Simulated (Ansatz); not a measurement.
# BClFH3O: the cost of one run

Method: RKS PBE0/def2-SVP, in Ansatz 0.2.0.

**1. The system as given**

Bond lengths: B1–F3 1.320 Å, B1–Cl4 1.860 Å, B1–O5 1.710 Å, O5–H6 1.010 Å. Angles: F3–B1–Cl4 120.0°, F3–B1–O5 105.6°, Cl4–B1–O5 92.7°, B1–O5–H6 109.5°.

Coordinates:

```xyz
7

B     0.0000    0.0000    0.0000
H     0.0000    0.0000    1.5400
F     1.1431    0.0000   -0.6600
Cl   -1.6108    0.0000   -0.9300
O    -0.2190   -1.6079    0.5392
H    -0.6224   -2.1606   -0.2037
H    -0.1162   -0.8534    1.5370
```

**2. A restrained relaxation towards end A**

Springs on the bonds that form and break draw the guess towards this end; the thresholds are loose.

input.yaml reads:

```yaml
crystal:
  periodic: [false, false, false]
  atoms:
    - { symbol: B, position_ang: [0.0, 0.0, 0.0] }
    - { symbol: H, position_ang: [0.0, 0.0, 1.54] }
    - { symbol: F, position_ang: [1.1431, 0.0, -0.66] }
    - { symbol: Cl, position_ang: [-1.6108, 0.0, -0.93] }
    - { symbol: O, position_ang: [-0.219, -1.6079, 0.5392] }
    - { symbol: H, position_ang: [-0.6224, -2.1606, -0.2037] }
    - { symbol: H, position_ang: [-0.1162, -0.8534, 1.537] }
basis:
  gaussian: { orbitals: def2-SVP }
hamiltonian:
  xc: pbe0
relax:
  f_tol: 0.15
  max_steps: 25
  restrain:
    - { distance: [0, 4], at: 2.61, k: 30.0 }
    - { distance: [6, 1], at: 1.86, k: 30.0 }
    - { distance: [0, 1], at: 1.19, k: 30.0 }
    - { distance: [6, 4], at: 1.01, k: 30.0 }
```

Launch:

```
$ ansatz run input.yaml --threads 2 --pin off --max-ram 3072MiB --backend cpu --events-out ev --progress --plain --runs-dir out
```

Q: Estimate wall time and peak memory on 2 threads of Arm Neoverse V1, shared host.

About 20 s, with a peak of 0.17 GiB.
